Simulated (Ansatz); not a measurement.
# TePb (rocksalt type): a single-point run

Wanted: a converged single-point run for TePb (rocksalt type), and a check of what comes out. The structure is shown as the input types it.

Computed with Ansatz 0.2.0 (DFT, PBE, norm-conserving pseudopotentials, Ansatz's default files, scalar-relativistic, unless a step's input says otherwise).

## 1. Starting point

The structure is cubic, space group Fm-3m (No. 225). Conventional cell: a = 6.567 Å, b = 6.567 Å, c = 6.567 Å, α = 90.00°, β = 90.00°, γ = 90.00°. Around Pb (site symmetry m-3m) lie 6 Te at 3.28 Å. Te (site symmetry m-3m) has 6 Pb at 3.28 Å as nearest neighbours.

Coordinates:

```
CELL_PARAMETERS angstrom
0.00000 3.28362 3.28362
3.28362 0.00000 3.28362
3.28362 3.28362 0.00000
ATOMIC_POSITIONS crystal
Pb 0.00000 0.00000 0.00000
Te 0.50000 0.50000 0.50000
```

## 2. Input and run

input.yaml

```yaml
crystal:
  lattice:
    - [0.0, 3.2836156682, 3.2836156682]
    - [3.2836156682, 0.0, 3.2836156682]
    - [3.2836156682, 3.2836156682, 0.0]
  atoms:
    - { symbol: Pb, position: [0.0, 0.0, 0.0] }
    - { symbol: Te, position: [0.5, 0.5, 0.5] }
kpoints:
  mp_grid: { grid: [11, 11, 11] }
scf:
  occupations: { method: fermi_dirac, width: 0.1 }
  convergence: { dr2_threshold: 1.0e-20 }
  max_iter: 75
hamiltonian:
  xc: pbe
  pseudopotentials: { kind: nc }
output:
  forces: true
  stress: true
  eigenvalues: true
```

On the command line:

```sh
ansatz run input.yaml --threads 1 --pin off --max-ram 2048MiB --backend cpu --events-out ev --progress --plain --runs-dir out
```

**Question.** How will this run end, and is anything wrong with its input?

The run converged and reported no error. That alone doesn't make the input a sound one.

In the input, scf.convergence.dr2_threshold is 1.0e-20. The risk: threshold needlessly tight. Once met, so tight a threshold does no harm; it costs cycles.

Run again and compare: delete scf.convergence.dr2_threshold (the default then holds).
